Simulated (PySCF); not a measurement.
# How the numerical set-up moves the result for IOSc

The method stays; parts of the set-up, such as the basis or the Hamiltonian, are changed.

The runs use PySCF 2.14.0; each script names its method and basis.

4 further runs of the same task are left out: 4 that didn't finish.

## (1) Starting geometry

IOSc: 3 atoms, charge 0, spin multiplicity 1.

Bond lengths: Sc1–O2 1.654 Å, Sc1–I3 2.742 Å. Angles: O2–Sc1–I3 132.1°.

## (2) The run that the others are compared with

input.py reads:

```python
from pyscf import gto, dft, tdscf

mol = gto.M(
    atom='Sc -1.4994 0 -0.9154; O -3.0539 0 -0.3498; I 0.9228 0 0.3687',
    basis='sbkjc',
    ecp={'Sc': 'sbkjc', 'O': 'sbkjc', 'I': 'sbkjc'},
    charge=0,
    spin=0,
    verbose=4,
)
mf = dft.RKS(mol, xc='revpbe')
mf.level_shift = 0.3
mf.kernel()
td = tdscf.TDDFT(mf)
td.nstates = 5
td.kernel()
td.analyze(verbose=3)
mf.dip_moment()
print('orbital energies (hartree):', mf.mo_energy[..., max(0, mol.nelec[1]-3):mol.nelec[0]+3].round(4))
```

Run with:

```
$ OMP_NUM_THREADS=1 python input.py
```

Its log is not repeated here.

Base result: E(SCF) = -74.083297 Eh, μ = 5.32 D, excitations 2.87, 3.06, 3.22, 3.25, 3.45 eV.

## (3) Core potential off

Run 1 changes core potential: on → off. The core potential changes with it: totals don't compare.

input.py reads:

```python
from pyscf import gto, dft, tdscf

mol = gto.M(
    atom='Sc -1.4994 0 -0.9154; O -3.0539 0 -0.3498; I 0.9228 0 0.3687',
    basis='sbkjc',
    charge=0,
    spin=0,
    verbose=4,
)
mf = dft.RKS(mol, xc='revpbe')
mf.level_shift = 0.3
mf.kernel()
td = tdscf.TDDFT(mf)
td.nstates = 5
td.kernel()
td.analyze()
mf.dip_moment()
print('orbital energies (hartree):', mf.mo_energy[..., max(0, mol.nelec[1]-3):mol.nelec[0]+3].round(4))
```

Run with:

```
$ OMP_NUM_THREADS=1 python input.py
```

## (4) Lanl2dz

Run 2 changes basis set: sbkjc → lanl2dz. The core potential changes with it: totals don't compare.

input.py, as its differences from that of step 2:

```diff
@@ -4,4 +4,4 @@
     atom='Sc -1.4994 0 -0.9154; O -3.0539 0 -0.3498; I 0.9228 0 0.3687',
-    basis='sbkjc',
-    ecp={'Sc': 'sbkjc', 'O': 'sbkjc', 'I': 'sbkjc'},
+    basis='lanl2dz',
+    ecp={'Sc': 'lanl2dz', 'I': 'lanl2dz'},
     charge=0,
```

Q: Predict the outcome of this session. Wanted: for each run, E(SCF); from base; gap; SCF dipole; after the SCF.

The runs gave:

| run | E(SCF) (hartree) | from base (eV) | cycles | gap (eV) | SCF dipole (D) | functions | after the SCF |
| --- | --- | --- | --- | --- | --- | --- | --- |
| base | -74.083297 | 0 | 28 | 2.83 | 5.32 | 47 | lowest root found 2.87 eV |
| core potential off (poor choice) | -702.334006 | not comparable | 26 | 1.66 | 476.66 | 47 | lowest root found 2.05 eV |
| lanl2dz | -133.197778 | not comparable | 32 | 2.80 | 5.41 | 39 | lowest root found 2.84 eV |

**Reading.** Rows marked «poor choice» come from settings spoiled on purpose.
